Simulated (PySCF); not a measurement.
# C3H5F3Si: the cost of one run

Programs: PySCF 2.14.0, with density-fitted response routines of our own. Each step states its level of theory. These are calculated values for one molecule in the gas phase, unless marked as measured. Atoms count from 0, in the outputs and in this text.

## Step 1: The molecule as given

12 atoms, charge 0, multiplicity 1; geometry from: GFN2-xTB. The atoms were then displaced at random by about 0.01 Å, so the start is not that level's minimum.

Bonds of the start (Å): C0–C1 1.29, C1–C2 1.49, C2–Si3 1.92, Si3–F4 1.58, Si3–F5 1.59, Si3–F6 1.57, C0–H7 1.11, C0–H8 1.06, C1–H9 1.08, C2–H10 1.08, C2–H11 1.11.

## Step 2: Geometry optimisation at PBE0-D3(BJ)/def2-SVP

The job: settings as JSON, then the geometry in Å.

```
{"job": {"xc": "PBE0", "basis": "def2-SVP", "d3": "d3bj", "grid": 1, "shake": 0.01, "kind": "geom"}, "charge": 0, "multiplicity": 1}
C     -1.982480    -0.451360    -0.387110
C     -0.889070    -0.652630     0.267270
C      0.058750     0.426250     0.672190
Si     1.732280     0.331290    -0.271970
F      2.451180    -1.067150    -0.142070
F      1.545230     0.544200    -1.835900
F      2.786670     1.404510     0.179910
H     -2.289000     0.573620    -0.682960
H     -2.668170    -1.219240    -0.652760
H     -0.598350    -1.655910     0.553950
H     -0.391900     1.402500     0.532260
H      0.284560     0.335630     1.758150
```

On the command line:

```bash
$ OMP_NUM_THREADS=1 python probes_run.py task.json out
```

One launch serves the whole session: the jobs run in the order shown.

**Question.** How long does this first job take on 1 thread of Arm Neoverse N1, shared host, and how much memory does it need?

About 1.8 min, with a peak of 0.54 GiB.
